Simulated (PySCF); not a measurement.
**OsSH2: relaxation and vibrations of the triplet**

The task is one start of a wider search on OsSH2: the triplet, from a PBE0 minimum start. It is relaxed, tested by its Hessian and followed downhill if it is a saddle.

The runs use PySCF 2.14.0; PBE0, basis Os def2-TZVP with ECP60, S def2-TZVP, H def2-TZVP, scalar-relativistic core potentials, no spin–orbit coupling, density fitting.

## (1) Where the work starts

4 atoms, charge 0, spin multiplicity 3.

Bond lengths: Os1–S2 2.054 Å, Os1–H3 1.584 Å, Os1–H4 1.584 Å. Angles: S2–Os1–H3 99.0°, S2–Os1–H4 99.0°, H3–Os1–H4 91.5°.

Coordinates in bohr (charge 0 multiplicity 3):
```
Os   -0.0211    0.5450    0.0000
S     0.0000   -3.3368    0.0000
H     2.0118    1.0262   -2.1428
H     2.0118    1.0262    2.1428
```

## (2) The SCF at the typed geometry

One driver script runs all steps and calls PySCF; scf.py shows how it sets up the SCF of each step. The optimiser is the driver's own. After this first run the driver tries any further starts and a stability analysis.

The input, scf.py:

```python
from pyscf import gto, scf, dft
mol = gto.M(atom='''
Os    -0.011180     0.288390    -0.000000
S     -0.000000    -1.765750     0.000000
H      1.064610     0.543060    -1.133940
H      1.064610     0.543060     1.133940''',
    basis={'Os': 'def2-TZVP', 'S': 'def2-TZVP', 'H': 'def2-TZVP'},
    ecp={'Os': 'def2-TZVP'},
    charge=0, spin=2)
mf = dft.UKS(mol, xc='PBE0')
mf.grids.atom_grid = (50, 194)
aux = {'Os': 'def2-universal-JKFIT', 'S': 'def2-universal-JKFIT', 'H': 'def2-universal-JKFIT'}
mf = mf.density_fit(auxbasis=aux)
mf.conv_tol = 1e-08
mf.diis_space = 10
mf.max_cycle = 60
mf.init_guess = 'minao'
mf.verbose = 4
mf.kernel()
```

On the command line:

```console
$ OMP_NUM_THREADS=4 python axn.py task.json out
```

The log of the run:

```text
init E= -472.521173853521
[... the frontier-level lines of each cycle are left out ...]
cycle= 1 E= -489.731681792392  delta_E= -17.2  |g|= 0.579  |ddm|= 5.94
cycle= 2 E= -488.83572957769  delta_E= 0.896  |g|= 1.42  |ddm|= 1.41
cycle= 3 E= -489.892421586187  delta_E= -1.06  |g|= 0.205  |ddm|=  1.1
cycle= 4 E= -489.903793486027  delta_E= -0.0114  |g|= 0.136  |ddm|= 0.228
cycle= 5 E= -489.912874163837  delta_E= -0.00908  |g|= 0.025  |ddm|= 0.112
cycle= 6 E= -489.91313509462  delta_E= -0.000261  |g|= 0.0162  |ddm|= 0.025
cycle= 7 E= -489.913340222293  delta_E= -0.000205  |g|= 0.00548  |ddm|= 0.0247
cycle= 8 E= -489.913372815226  delta_E= -3.26e-05  |g|= 0.00148  |ddm|= 0.0109
cycle= 9 E= -489.913378198141  delta_E= -5.38e-06  |g|= 0.000397  |ddm|= 0.00559
cycle= 10 E= -489.913378676695  delta_E= -4.79e-07  |g|= 0.000213  |ddm|= 0.00149
cycle= 11 E= -489.913378765342  delta_E= -8.86e-08  |g|= 6.98e-05  |ddm|= 0.000619
cycle= 12 E= -489.913378783952  delta_E= -1.86e-08  |g|= 3.24e-05  |ddm|= 0.000275
cycle= 13 E= -489.913378793066  delta_E= -9.11e-09  |g|= 1.52e-05  |ddm|= 0.000244
Extra cycle  E= -489.91337879453  delta_E= -1.46e-09  |g|= 1.57e-05  |ddm|= 7.42e-05
converged SCF energy = -489.91337879453  <S^2> = 2.0204079  2S+1 = 3.0135745
```

This step, with its further starts and checks, needed 14 s of wall time on 4 threads of Arm Neoverse N1, shared host.

The starts that the driver tried:

| start | energy (Eh) |
| --- | --- |
| the minimal-basis guess | -489.913379 |
| a thermally smeared density | -489.913379 |
| a smeared PBE density | -489.913379 |

No lower solution of this spin turned up from the other starts or in the test of internal stability.

## (3) Relaxation: PBE0 minimum start, triplet

The program finds Cs symmetry in the start, which this walk keeps. Threshold on the gradient: 0.0003 Eh/bohr, with a further test on the energy change.

scf.py: that of step 2 with these lines changed.

```diff
@@ -3,4 +3,4 @@
-Os    -0.011180     0.288390    -0.000000
-S     -0.000000    -1.765750     0.000000
-H      1.064610     0.543060    -1.133940
-H      1.064610     0.543060     1.133940''',
+Os    -0.011179     0.288391     0.000000
+S      0.000001    -1.765749     0.000000
+H      1.064611     0.543061    -1.133940
+H      1.064611     0.543061     1.133940''',
@@ -17 +16,0 @@
-mf.init_guess = 'minao'
```

Energy and gradient, step by step:

| step | energy (Eh) | change (kJ/mol) | largest symmetric gradient (Eh/bohr) |
| --- | --- | --- | --- |
| 0 | -489.913379 | 0.00 | 0.00010 |

The walk took 1.9 s.

Geometry (Å) and forces (eV/Å) at some steps:

```
step 0
Os  -0.011   0.288   0.000  -0.002   0.005   0.000
S    0.000  -1.766   0.000   0.003  -0.003   0.000
H    1.065   0.543  -1.134   0.000  -0.001   0.002
H    1.065   0.543   1.134   0.000  -0.001  -0.002
```

It settles in Cs symmetry, 0.0 kJ/mol below the start, after 0 steps: Os–H 1.584 Å (×2), Os–S 2.054 Å; H–Os–H 91.5°, H–Os–S 99.0° (×2).

## (4) Hessian and properties

The point is checked on the finer grid, and tightened if its gradient asks for it. The Hessian and the dipole derivatives come from central differences of analytic gradients, with steps of 0.02 bohr.

scf.py: that of step 3 with these lines changed.

```diff
@@ -11 +11 @@
-mf.grids.atom_grid = (50, 194)
+mf.grids.atom_grid = (75, 302)
@@ -14 +14 @@
-mf.conv_tol = 1e-08
+mf.conv_tol = 1e-10
```

The driver hands on the density of the step before, so the log starts near convergence.

SCF at the final geometry:

```text
init E= -489.913339477841
[... the frontier-level lines of each cycle are left out ...]
cycle= 1 E= -489.913339477838  delta_E= 3.64e-12  |g|= 3.8e-06  |ddm|= 5.28e-06
Extra cycle  E= -489.913339477773  delta_E= 6.48e-11  |g|= 1.22e-05  |ddm|= 1.11e-05
converged SCF energy = -489.913339477773  <S^2> = 2.020409  2S+1 = 3.0135753
```

The whole step took 61 s.

Geometry: Cs; Os–H 1.584 Å (×2), Os–S 2.054 Å; H–Os–H 91.5°, H–Os–S 99.0° (×2).

Modes, for the most abundant isotopes:

```
symmetry  ω (cm⁻¹)  IR (km/mol)  μ (u)
     a''       545          4.6   1.03
      a'       563         12.4  10.34
      a'       570         49.7   1.12
      a'       638          2.9   1.02
     a''      2274         16.8   1.01
      a'      2301         43.6   1.01
```

No imaginary mode, so this is a minimum.

Properties at this point:

```
Dipole moment                                                   : 2.51 D
Highest occupied level                                          : -6.49 eV
Lowest empty level                                              : -3.09 eV
Rotational constants                                            : 3.442, 0.1422, 0.1419 cm⁻¹
Zero-point energy                                               : 41.2 kJ/mol
Principal polarisabilities                                      : 49.0, 49.5, 78.2 bohr³
Atomisation energy without zero-point energy                    : 1024 kJ/mol
Principal traceless quadrupole moments about the centre of mass : -1.51, -0.94, 2.45 D Å
Entropy at 298.15 K and 1 bar (electronic part: spin only)      : 288.6 J/(mol K)
Heat capacity Cp at 298.15 K                                    : 51.3 J/(mol K)
Enthalpy at 298.15 K above 0 K                                  : 11.73 kJ/mol
Rotational symmetry number                                      : 1
Spin squared ⟨S²⟩                                               : 2.020
```

Populations by atom (charges in e):

```csv
atom,Mulliken,Löwdin,polar tensor,spin (Mulliken),Mayer order to Os1
Os1,0.26,-0.10,0.60,1.46,–
S2,-0.22,0.14,-0.39,0.64,2.22
"H3,4",-0.02,-0.02,-0.11,-0.05,0.95
```

Outer orbital energies (eV). α occupied: -10.69, -10.47, -10.39, -9.92, -9.85, -7.37, -6.56, -6.49; empty: -2.71, -1.62, -1.42, 1.96. β occupied: -51.58, -18.95, -10.55, -10.16, -9.92, -8.58, -8.56, -6.75; empty: -3.09, -2.98, -2.16, -1.10.

Mulliken populations on Os1 (outside its core potential): s 2.75, p 6.26, d 6.71, f 0.02.

## (5) Results

| quantity | value |
| --- | --- |
| minimum | triplet, Cs |
| geometry | Os–H 1.584 Å (×2), Os–S 2.054 Å; H–Os–H 91.5°, H–Os–S 99.0° (×2) |
| wavenumbers (cm⁻¹) | 545 (a''), 563 (a'), 570 (a'), 638 (a'), 2274 (a''), 2301 (a') |
| dipole moment | 2.51 D |
| highest occupied, lowest empty level (either spin) | -6.49, -3.09 eV |
| polar-tensor charge of Os1 | +0.60 e |
| zero-point energy | 41.2 kJ/mol |
| entropy at 298.15 K | 288.6 J/(mol K) |
| atomisation energy (no zero-point energy) | 1024 kJ/mol |
| ⟨S²⟩ | 2.020 |

In words: The PBE0 minimum start keeps its Cs symmetry and ends in a minimum. The strongest infrared band lies at 570 cm⁻¹ (a', bend). Most of the spin sits on Os1 (Mulliken spin 1.46, against 2 for the whole molecule). Other starts or spin states, not run here, may lie lower. One determinant may miss the lowest occupation of an open d or f shell. Spin–orbit coupling, left out here, can matter for elements this heavy.

The search up to here took 77 s.
